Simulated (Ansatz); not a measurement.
K, space group P6_3/mmc: an equation of state with a fit, run with Ansatz 0.2.0 through its Python package.

`eos_k.py`
```python
# -*- coding: utf-8 -*-
'''Equation of state of K.'''

import warnings

import ansatz as az
import numpy as np
from pymatgen.analysis.eos import EOS

VECTORS = np.array([
    [4.768434, 0.0, 0.0],
    [-2.384217, 4.129585, 0.0],
    [0.0, 0.0, 15.699201],
])
SITES = [
    ('K', (0.0, 0.0, 0.0)),
    ('K', (1 / 3, 2 / 3, 0.75)),
    ('K', (0.0, 0.0, 0.5)),
    ('K', (2 / 3, 1 / 3, 0.25)),
]


def make_crystal(cell):
    crystal = az.Crystal(lattice=az.Lattice.of(cell))
    for symbol, position in SITES:
        crystal = crystal.atom(symbol, position)
    return crystal


def main():
    warnings.simplefilter('ignore', az.DeckWarning)

    # uniform scaling of the cell
    volumes, energies, pressures = [], [], []
    for scale in np.linspace(0.9, 1.1, 9):
        cell = VECTORS * scale ** (1 / 3)
        model = make_crystal(cell).calculation()
        model = model.functional('pbesol')
        model = model.pseudopotentials('paw')
        model = model.occupations('cold', width=0.15).scf(tolerance=1e-09)
        model = model.basis(500)
        model = model.kpoints(6, 6, 2).stress()
        summary = model.run().report
        volumes.append(abs(np.linalg.det(cell)) / len(SITES))
        energies.append(summary['free_energy_ev'] / len(SITES))
        pressures.append(np.trace(summary['stress_gpa']) / 3)
        print(f'V = {volumes[-1]:8.4f} A^3/atom  F = {energies[-1]:.5f} eV/atom  P = {pressures[-1]:8.3f} GPa')

    for form in ['birch_murnaghan', 'vinet', 'murnaghan']:
        fit = EOS(eos_name=form).fit(volumes, energies)
        print(f'{form:18s} V0 {fit.v0:8.4f} A^3/atom  B0 {fit.b0_GPa:7.1f} GPa  B1 {fit.b1:5.2f}')


if __name__ == '__main__':
    main()
```

Its results, one of them left out:

| V (Å³/atom) | F less the lowest row shown (meV/atom) |
| --- | --- |
| 69.557 | 0.40 |
| 71.489 | 0.00 |
| 73.422 | 0.79 |
| 75.354 | 2.64 |
| 77.286 | 5.40 |
| 79.218 | 8.97 |
| 81.150 | 13.26 |
| 83.082 | 18.18 |
| 85.014 | ? |

What is the missing energy at 85.014 Å³ an atom?

A third-order Birch-Murnaghan fit, E = E0 + (9 V0 B0 / 16) [(t - 1)³ B' + (t - 1)² (6 - 4t)] with t = (V0/V)^(2/3), through the 8 rows shown gives V0 = 71.130 Å³, B0 = 3.7 GPa, B' = 3.74 and E0 = -0.02 meV. At V = 85.014 Å³, t = 0.88792, and the fit extrapolates to 23.64 meV. The run gave 23.65 meV, a miss of 0.00 meV.

Reading the output:
- Shape and fractional positions are held along the curve, so the bulk modulus is an upper value where they are free to relax, by a factor of two or more in layered or hydrogen-bonded cells.
- The program warned that this SCF threshold is loose for forces or stresses.
- Pressure is positive in compression.
- This isn't the structure that K takes at ambient conditions.
- The script silences the warnings on its input, which a real study should read.
- Wall time of the script: 46 s on 1 thread of Arm Neoverse V1 (shared host), peak memory 0.64 GiB.
